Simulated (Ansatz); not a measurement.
# Ti2NO: the cost of one run

Method: DFT PBE, scalar-relativistic, plane waves, PAW, in Ansatz 0.2.0.

1 further run of the same task is left out (it didn't finish).

**1. The starting structure**

The structure is trigonal, space group R-3m (No. 166). The conventional cell has a = 3.020 Å, b = 3.020 Å, c = 14.936 Å, α = 90.00°, β = 90.00°, γ = 120.00°. Ti (site symmetry 3m) has 3 N at 2.06 Å and 3 O at 2.23 Å as nearest neighbours. Around N (site symmetry -3m) lie 6 Ti at 2.06 Å. O (site symmetry -3m) is surrounded by 6 Ti at 2.23 Å.

As a file:

```cif
data_structure
_symmetry_space_group_name_H-M 'P 1'
_symmetry_Int_Tables_number 1
_cell_length_a 5.2750
_cell_length_b 5.2750
_cell_length_c 5.2750
_cell_angle_alpha 33.267
_cell_angle_beta 33.267
_cell_angle_gamma 33.267
_cell_volume 39.32
loop_
_atom_site_label
_atom_site_type_symbol
_atom_site_fract_x
_atom_site_fract_y
_atom_site_fract_z
_atom_site_occupancy
Ti1 Ti 0.24049 0.24049 0.24049 1
Ti2 Ti 0.75951 0.75951 0.75951 1
N1 N 0.50000 0.50000 0.50000 1
O1 O 0.00000 0.00000 0.00000 1
```

The cell was relaxed beforehand at this level, from a generated guess; it needn't be the stable form of this composition. At a tolerance of 0.05 Å it has space group R-3m (No. 166); it has 9.83 Å³/atom, an uncorrected energy of -2.11 eV/atom over the elements.

**2. Bands, states and charges**

Contents of input.yaml:

```yaml
crystal:
  lattice:
    - [1.5099911214, 0.8717937804, 4.9785449357]
    - [-1.5099911214, 0.8717937804, 4.9785449357]
    - [0.0, -1.7435875608, 4.9785449357]
  atoms:
    - { symbol: Ti, position: [0.2404865452, 0.2404865452, 0.2404865452] }
    - { symbol: Ti, position: [0.7595134548, 0.7595134548, 0.7595134548] }
    - { symbol: "N", position: [0.5, 0.5, 0.5] }
    - { symbol: O, position: [0.0, 0.0, 0.0] }
basis:
  ecutwfc: 420
kpoints:
  mp_grid: { grid: [18, 18, 18] }
  band_path:
    path:
      - [[0.0, 0.0, 0.0], [0.5, 0.5, 0.5], [0.81289096, 0.18710904, 0.5]]
      - [[0.5, -0.18710904, 0.18710904], [0.5, 0.0, 0.0], [0.0, 0.0, 0.0], [0.34355452, -0.34355452, 0.0]]
      - [[0.65644548, 0.0, 0.34355452], [0.5, 0.0, 0.5], [0.0, 0.0, 0.0]]
    npoints: 14
hamiltonian:
  xc: pbe
scf:
  occupations: { method: gaussian, width: 0.1 }
  n_extra_bands: 10
output:
  forces: true
  stress: true
  eigenvalues: true
  populations: true
  dos: { projected: true, de: 0.02, nscf_kmesh: { grid: [22, 22, 22] } }
  bader: true
  write_density: true
  write_potential: true
  elf: true
  volumetric_format: npy
```

The run is started by

```console
$ ansatz run input.yaml --threads 1 --pin off --max-ram 2560MiB --backend cpu --events-out ev --progress --plain --runs-dir out
```

Q: Estimate wall time and peak memory on 1 thread of Intel Xeon Platinum 8375C at 2.90GHz (Ice Lake), shared host.

About 1.8 min, with a peak of 0.97 GiB.
